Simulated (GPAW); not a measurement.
A run of GPAW 26.7.0 is set up as follows.

Contents of run.py:

```python
from ase import Atoms
from ase.dft.bandgap import bandgap
from ase.io import write
from ase.units import GPa
from gpaw import GPAW, PW, setup_paths

setup_paths.insert(0, '.')

atoms = Atoms(['Ta', 'Ta', 'Ta', 'Ru'],
              cell=[[1.66909, -2.342311, 0.0],
                    [1.66909, 2.342311, 0.0],
                    [0.0, 0.0, 8.814198]],
              scaled_positions=[[0.533748, 0.518532, 0.237162],
                                [-0.002464, 0.009928, 0.499884],
                                [0.502015, 0.49492, 0.761078],
                                [0.003317, 0.004319, 0.001182]],
              pbc=True)

calc = GPAW(mode=PW(600),
            xc='PBEsol',
            kpts={'size': (10, 10, 3), 'gamma': True},
            occupations={'name': 'fermi-dirac', 'width': 0.05},
            nbands=49,
            convergence={'density': 1e-05, 'energy': 1e-05},
            maxiter=150,
            txt='gpaw.txt')
atoms.calc = calc
energy = atoms.get_potential_energy()
forces = atoms.get_forces()
stress = atoms.get_stress()
calc.write('gs.gpw')
write('result.traj', atoms)
print(f'Energy: {energy:.6f} eV')
print('Forces (eV/A):')
print(forces.round(4))
print('Stress (GPa):', (stress / GPa).round(3))
print('Fermi level:', round(calc.get_fermi_level(), 4), 'eV')
print(f'Gap: {bandgap(calc)[0]:.4f} eV, direct: {bandgap(calc, direct=True)[0]:.4f} eV')
```

Potentials or basis: PAW data sets generated in the run's folder for this functional, pw.

Command:

```bash
$ gpaw-setup -f PBEsol Ru Ta
$ OMP_NUM_THREADS=1 python run.py
```

Problem. What does it give for the band gap on the k mesh?

Solution. None (metal or under the smearing width).

Problem. Estimate the largest force.

Solution. 0.525 eV/Å.

Problem. What does it give for the pressure?

Solution. -8.2 GPa.

Forces in eV/Å, atoms in the order of the input:
```
Ta  -0.427  0.211 -0.221
Ta   0.217 -0.191 -0.021
Ta   0.061  0.145  0.409
Ru   0.150 -0.165 -0.167
```

Spin-orbit coupling is left out, which matters for the levels of Ta.
